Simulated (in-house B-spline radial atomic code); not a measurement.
**Br⁶⁺: ionisation energy by several methods**

One table from this session's results is given with a row withheld; the runs are named, their logs left out.

Method: non-relativistic, several functionals, spin-polarised, exact exchange averaged over the configuration; spherical all-electron atom at the radial basis limit. Code: in-house B-spline radial atomic code version 1.

## What is computed

| Property | Result |
| --- | --- |
| element | bromine (Z = 35) |
| charge | +6 |
| electrons | 29 |
| configuration | [Ar] 3d10 4s1 |
| nucleus | point |

Outer shells as boxes (Hund's rule):

[Ar] 3d10 4s1
```
[Ar] core
3d [↑↓][↑↓][↑↓][↑↓][↑↓]
4s [↑ ]
```

Where spins are not typed, each open shell is filled with up spins first.

Set-up of the first run:

Settings, as recorded:

```ini
Z = 35
electrons = 29.0
configuration = [Ar] 3d10 4s1
hamiltonian = nr
method = m062x
spin_polarised = True
exact_exchange = averaged over the configuration
```

Started as:

```console
$ python run_scf.py task.json out
```

The settings of every run stand in task.json; they run in order.

Among the steps run: M06-2X, a global hybrid; ωB97X, a range-separated hybrid; BHandHLYP, a global hybrid; LC-ωPBE, a range-separated hybrid; B97-1, a global hybrid; r2SCAN0, a global hybrid.

One of the session's tables, all rows but one given; the rest of the session is left out.

| method | ΔSCF (eV) |
| --- | --- |
| M06-2X | 101.71 |
| BHandHLYP | 102.20 |
| B97-1 | ? |
| r2SCAN0 | 101.71 |
| ωB97X | 100.94 |
| LC-ωPBE | 102.45 |

**Question.** Estimate the row for B97-1.

The run gave: ΔSCF (eV): 101.75. In the column «ΔSCF (eV)» it lies between r2SCAN0 (101.71) and BHandHLYP (102.20).

Limits of these values: These runs leave out relativity, which matters at this nuclear charge.
